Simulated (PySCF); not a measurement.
# Ge2SiH8 (SMILES [GeH3][SiH2][GeH3]) at 6 levels

We compute a comparison of 6 runs (HF/pcseg-2, B3LYP/6-31G*, wB97X/6-31G*, PBE0/def2-SVP, B2PLYP/aug-cc-pVDZ, MP2/3-21G) of Ge2SiH8. The job is set up through a Python script.

The calculation is run with PySCF 2.14.0.

## 1. The structure to begin with

Ge2SiH8 has 11 atoms, charge 0, and is taken as a singlet. SMILES: `[GeH3][SiH2][GeH3]`. Geometry: relaxed at PBE0-D4/def2-TZVP.

Bond lengths: Ge1–Si2 2.379 Å, Si2–Ge3 2.379 Å, Ge1–H4 1.538 Å, Ge1–H5 1.538 Å, Ge1–H6 1.538 Å, Si2–H7 1.489 Å, Si2–H8 1.489 Å, Ge3–H9 1.538 Å, Ge3–H10 1.538 Å, Ge3–H11 1.538 Å. Some angles: Ge1–Si2–Ge3 110.5°, Ge1–Si2–H7 109.5°, Ge1–Si2–H8 109.5°, Ge3–Si2–H7 109.5°, Ge3–Si2–H8 109.5°, Si2–Ge1–H4 111.3°, Si2–Ge1–H5 110.1°, Si2–Ge1–H6 110.1°, Si2–Ge3–H9 110.1°, Si2–Ge3–H10 110.1°.

## 2. Energy and gradient at HF/pcseg-2 (run 1)

run.py reads:

```python
from pyscf import gto, scf

mol = gto.M(
    atom='''
Ge    -1.314800     1.329100    -0.648100
Si    -0.420300    -0.850100    -0.318100
Ge     1.631200    -0.735900     0.880400
H     -2.643400     1.277800    -1.421300
H     -0.321200     2.193400    -1.442700
H     -1.566300     2.008100     0.708900
H     -0.189900    -1.498600    -1.638400
H     -1.395700    -1.678400     0.443000
H      1.405900    -0.077200     2.251900
H      2.652000     0.110600     0.101200
H      2.227800    -2.135700     1.103800
''',
    verbose=4,
    spin=0,
    basis='pcseg-2',
    max_memory=1860,
)

mf = scf.RHF(mol)
mf.conv_tol = 1e-10
mf.kernel()
if not mf.converged:
    mf = mf.newton().run(mf.mo_coeff, mf.mo_occ)

e_final = mf.e_tot
print('Final energy', e_final)
grad = mf.nuc_grad_method().kernel()
mf.analyze()
```

Launch:

```bash
OMP_NUM_THREADS=1 python run.py
```

The program printed:

```text
PySCF version 2.14.0

[... 87 lines left out ...]
MO #1   energy= -405.095381287504  occ= 2
[... 20 lines left out ...]
MO #22  energy= -4.22194380506439  occ= 2
[... 20 lines left out ...]
MO #43  energy= -0.3791450843269   occ= 2
[... 20 lines left out ...]
MO #64  energy= 0.333622364911285  occ= 0
[... 20 lines left out ...]
MO #85  energy= 0.738409611718571  occ= 0
[... 20 lines left out ...]
MO #106 energy= 1.29744222021075   occ= 0
[... 20 lines left out ...]
MO #127 energy= 1.58168524103566   occ= 0
[... 20 lines left out ...]
MO #148 energy= 2.12223804786843   occ= 0
[... 20 lines left out ...]
MO #169 energy= 4.10132189999134   occ= 0
[... 20 lines left out ...]
MO #190 energy= 4.48220914528186   occ= 0
[... 20 lines left out ...]
MO #211 energy= 4.88341483966638   occ= 0
[... 20 lines left out ...]
MO #232 energy= 14.719929718875    occ= 0
[... 207 lines left out ...]
pop of  9 H 2s            0.00214
pop of  9 H 3s            0.00064
pop of  9 H 2px           0.00195
pop of  9 H 2py           0.00127
pop of  9 H 2pz           0.00101
pop of  9 H 3px           0.00008
pop of  9 H 3py           0.00007
pop of  9 H 3pz           0.00007
pop of  9 H 3dxy          0.00007
pop of  9 H 3dyz          0.00004
pop of  9 H 3dz^2         0.00001
pop of  9 H 3dxz          0.00006
pop of  9 H 3dx2-y2       0.00001
pop of  10 H 1s           1.08677
pop of  10 H 2s           0.00221
pop of  10 H 3s           0.00058
pop of  10 H 2px          0.00070
pop of  10 H 2py          0.00332
pop of  10 H 2pz          0.00016
pop of  10 H 3px          0.00005
pop of  10 H 3py          0.00012
pop of  10 H 3pz          0.00004
pop of  10 H 3dxy         0.00006
pop of  10 H 3dyz         0.00001
pop of  10 H 3dz^2        0.00004
pop of  10 H 3dxz         0.00000
pop of  10 H 3dx2-y2      0.00005
 ** Mulliken atomic charges  **
charge of    0Ge =      0.27652
charge of    1Si =      0.25317
charge of    2Ge =      0.27652
charge of    3H =     -0.09415
charge of    4H =     -0.09786
charge of    5H =     -0.09787
charge of    6H =     -0.11322
charge of    7H =     -0.11322
charge of    8H =     -0.09787
charge of    9H =     -0.09788
charge of   10H =     -0.09414
Dipole moment(X, Y, Z, Debye): -0.09771, -0.19426, -0.07350
```

It took 9.8 min on 1 thread of Intel Xeon at 2.70GHz, shared host; peak memory 0.15 GiB.

## 3. Energy and gradient at B3LYP/6-31G(d) (spherical functions) (run 2)

input.py reads:

```python
from pyscf import gto, dft

mol = gto.M(
    atom='''
Ge    -1.314800     1.329100    -0.648100
Si    -0.420300    -0.850100    -0.318100
Ge     1.631200    -0.735900     0.880400
H     -2.643400     1.277800    -1.421300
H     -0.321200     2.193400    -1.442700
H     -1.566300     2.008100     0.708900
H     -0.189900    -1.498600    -1.638400
H     -1.395700    -1.678400     0.443000
H      1.405900    -0.077200     2.251900
H      2.652000     0.110600     0.101200
H      2.227800    -2.135700     1.103800
''',
    basis='6-31g*',
    spin=0,
    verbose=4,
    charge=0,
    max_memory=1860,
)

calc0 = dft.RKS(mol, xc='b3lyp')
calc0.grids.level = 5
calc0.conv_tol = 1e-10
calc0.kernel()
if not calc0.converged:
    calc0 = calc0.newton().run(calc0.mo_coeff, calc0.mo_occ)

energy = calc0.e_tot
print(f'total energy: {energy:.8f} hartree')
grad = calc0.nuc_grad_method().kernel()
calc0.analyze()
```

Launch:

```bash
OMP_NUM_THREADS=1 python input.py
```

The program printed:

```text
PySCF version 2.14.0

[... 96 lines left out ...]
Two-electron Coulomb Energy =         2401.585374156313719
[... 10 lines left out ...]
MO #8   energy= -44.3277103693894  occ= 2
[... 8 lines left out ...]
MO #17  energy= -4.40392897481558  occ= 2
[... 8 lines left out ...]
MO #26  energy= -1.2081066338643   occ= 2
[... 8 lines left out ...]
MO #35  energy= -0.554113736667036 occ= 2
[... 8 lines left out ...]
MO #44  energy= -0.000313104999568825 occ= 0
[... 8 lines left out ...]
MO #53  energy= 0.124569142735492  occ= 0
[... 8 lines left out ...]
MO #62  energy= 0.252524531325801  occ= 0
[... 8 lines left out ...]
MO #71  energy= 0.594344733529996  occ= 0
[... 8 lines left out ...]
MO #80  energy= 0.881264720533562  occ= 0
[... 8 lines left out ...]
MO #89  energy= 3.30322766841086   occ= 0
[... 8 lines left out ...]
MO #98  energy= 3.47071676583463   occ= 0
[... 73 lines left out ...]
pop of  2 Ge 3dx2-y2      1.99909
pop of  2 Ge 4dxy         0.00319
pop of  2 Ge 4dyz         0.00338
pop of  2 Ge 4dz^2        0.00296
pop of  2 Ge 4dxz         0.00359
pop of  2 Ge 4dx2-y2      0.00315
pop of  2 Ge 5dxy         0.00093
pop of  2 Ge 5dyz         0.00119
pop of  2 Ge 5dz^2        0.00094
pop of  2 Ge 5dxz         0.00168
pop of  2 Ge 5dx2-y2      0.00145
pop of  3 H 1s            1.03220
pop of  3 H 2s            0.00298
pop of  4 H 1s            1.03528
pop of  4 H 2s            0.00297
pop of  5 H 1s            1.03529
pop of  5 H 2s            0.00297
pop of  6 H 1s            1.06905
pop of  6 H 2s            0.00264
pop of  7 H 1s            1.06905
pop of  7 H 2s            0.00264
pop of  8 H 1s            1.03528
pop of  8 H 2s            0.00297
pop of  9 H 1s            1.03529
pop of  9 H 2s            0.00297
pop of  10 H 1s           1.03220
pop of  10 H 2s           0.00298
 ** Mulliken atomic charges  **
charge of    0Ge =      0.08258
charge of    1Si =      0.20158
charge of    2Ge =      0.08258
charge of    3H =     -0.03518
charge of    4H =     -0.03825
charge of    5H =     -0.03826
charge of    6H =     -0.07169
charge of    7H =     -0.07169
charge of    8H =     -0.03825
charge of    9H =     -0.03826
charge of   10H =     -0.03518
Dipole moment(X, Y, Z, Debye): -0.07368, -0.14649, -0.05540
```

It took 53 s on 1 thread of Intel Xeon at 2.70GHz, shared host; peak memory 0.97 GiB.

## 4. Energy and forces at wB97X/6-31G(d) (spherical functions) (run 3)

calc.py reads:

```python
import pyscf.grad
from pyscf import gto, dft

system = gto.M(
    atom='''
Ge    -2.484612     2.511635    -1.224732
Si    -0.794252    -1.606456    -0.601122
Ge     3.082521    -1.390649     1.663715
H     -4.995302     2.414692    -2.685868
H     -0.606980     4.144925    -2.726308
H     -2.959878     3.794759     1.339627
H     -0.358859    -2.831944    -3.096127
H     -2.637491    -3.171716     0.837149
H      2.656766    -0.145887     4.255474
H      5.011554     0.209004     0.191240
H      4.209932    -4.035888     2.085880
''',
    basis='6-31g*',
    spin=0,
    unit='bohr',
    max_memory=1860,
    verbose=3,
)

mf = dft.RKS(system, xc='wb97x')
mf.conv_tol = 1e-10
mf.grids.level = 5
mf.kernel()
if not mf.converged:
    mf = mf.newton().run(mf.mo_coeff, mf.mo_occ)

e_tot = mf.e_tot
print('E = %.10f Eh' % e_tot)
grad = mf.Gradients().kernel()
mf.analyze()
```

Launch:

```bash
OMP_NUM_THREADS=1 python calc.py
```

The program printed:

```text
converged SCF energy = -4447.79285214363
[... 17 lines left out ...]
MO #8   energy= -44.3490343384878  occ= 2
[... 8 lines left out ...]
MO #17  energy= -4.50663947475966  occ= 2
[... 8 lines left out ...]
MO #26  energy= -1.31823776745748  occ= 2
[... 8 lines left out ...]
MO #35  energy= -0.674149613383592 occ= 2
[... 8 lines left out ...]
MO #44  energy= 0.0796250902821511 occ= 0
[... 8 lines left out ...]
MO #53  energy= 0.220802289620762  occ= 0
[... 8 lines left out ...]
MO #62  energy= 0.345274892664688  occ= 0
[... 8 lines left out ...]
MO #71  energy= 0.696924176884189  occ= 0
[... 8 lines left out ...]
MO #80  energy= 0.997425771137182  occ= 0
[... 8 lines left out ...]
MO #89  energy= 3.42577629444229   occ= 0
[... 8 lines left out ...]
MO #98  energy= 3.59361535707411   occ= 0
[... 12 lines left out ...]
Dipole moment(X, Y, Z, Debye): -0.04618, -0.09202, -0.03479
```

Wall time 2.4 min (1 thread of Intel Xeon at 2.70GHz, shared host); peak memory 0.97 GiB.

Runs 4 to 5 aren't shown in full; the table further down has their settings and results.

## 5. Energy and gradient at MP2/3-21G (run 6)

job.py reads:

```python
# [GeH3][SiH2][GeH3]
from pyscf import gto, mp

system = gto.M(
    atom='''
Ge    -1.314800     1.329100    -0.648100
Si    -0.420300    -0.850100    -0.318100
Ge     1.631200    -0.735900     0.880400
H     -2.643400     1.277800    -1.421300
H     -0.321200     2.193400    -1.442700
H     -1.566300     2.008100     0.708900
H     -0.189900    -1.498600    -1.638400
H     -1.395700    -1.678400     0.443000
H      1.405900    -0.077200     2.251900
H      2.652000     0.110600     0.101200
H      2.227800    -2.135700     1.103800
''',
    verbose=3,
    spin=0,
    charge=0,
    max_memory=1860,
    basis='3-21g',
)

hf = system.RHF()
hf.conv_tol = 1e-10
hf.kernel()
if not hf.converged:
    hf = hf.newton().run(hf.mo_coeff, hf.mo_occ)

pt = mp.MP2(hf, frozen=23).run()
e_final = pt.e_tot
print('E(%s) = %.9f' % ('MP2', e_final))
grad = pt.nuc_grad_method().kernel()
hf.analyze()
```

Launch:

```bash
OMP_NUM_THREADS=1 python job.py
```

The program printed:

```text
converged SCF energy = -4422.67251751767
[... 14 lines left out ...]
MO #3   energy= -68.2844674240025  occ= 2
[... 6 lines left out ...]
MO #10  energy= -45.9215497868173  occ= 2
[... 6 lines left out ...]
MO #17  energy= -5.09370443173922  occ= 2
[... 6 lines left out ...]
MO #24  energy= -1.542203255437    occ= 2
[... 6 lines left out ...]
MO #31  energy= -1.54004379916244  occ= 2
[... 6 lines left out ...]
MO #38  energy= -0.483957464792236 occ= 2
[... 6 lines left out ...]
MO #45  energy= 0.141508524487926  occ= 0
[... 6 lines left out ...]
MO #52  energy= 0.280365750143651  occ= 0
[... 6 lines left out ...]
MO #59  energy= 0.446442793318399  occ= 0
[... 6 lines left out ...]
MO #66  energy= 1.32433321363613   occ= 0
[... 6 lines left out ...]
MO #73  energy= 1.41783228028206   occ= 0
[... 12 lines left out ...]
Dipole moment(X, Y, Z, Debye):  0.01903,  0.03706,  0.01411
```

It took 16 s on 1 thread of Intel Xeon at 2.70GHz, shared host; peak memory 0.41 GiB.

## 6. All runs side by side

```
run                               level  integration grid      task   energy (Eh)  dipole moment (D) of the reference  HOMO energy (eV)  LUMO energy (eV)  wall time
  1                          HF/pcseg-2                 –  gradient  -4444.347184                                0.23            -10.32              2.66    9.8 min
  2  B3LYP/6-31G* (spherical functions)                 5  gradient  -4447.822651                                0.17             -7.62             -0.01       53 s
  3  wB97X/6-31G* (spherical functions)                 5  gradient  -4447.792852                                0.11            -10.00              2.17    2.4 min
  4                       PBE0/def2-SVP                 5  gradient  -4447.031131                                0.09             -7.97              0.06       59 s
  5                  B2PLYP/aug-cc-pVDZ                 5    energy  -4447.268540                                0.21             -8.78              0.24       53 s
  6                           MP2/3-21G                 –  gradient  -4422.843154                                0.04            -10.27              3.24       16 s
```

## 7. What came out

```
                                           quantity           value
                                run 6: total energy  -4422.84315 Eh
        run 6: dipole moment (Hartree–Fock density)          0.04 D
         run 6: HOMO energy (Hartree–Fock orbitals)       -10.27 eV
         run 6: LUMO energy (Hartree–Fock orbitals)         3.24 eV
       run 6: HOMO–LUMO gap (Hartree–Fock orbitals)        13.51 eV
run 6: correlation energy (23 core orbitals frozen)      -170.6 mEh
                    run 6: largest force on an atom      0.484 eV/Å
```

What this shows: Over runs 1, 2, 3, 4, 5 the dipole moment (its size) runs from 0.09 D (PBE0/def2-SVP) to 0.23 D (HF/pcseg-2). The two ends differ in method and basis. Over runs 1, 2, 3, 4, 5 the HOMO–LUMO gap runs from 7.61 eV (B3LYP/6-31G*) to 12.97 eV (HF/pcseg-2). Totals of different functionals can't be ranked against each other. All runs together took 15 min, the longest 9.8 min.
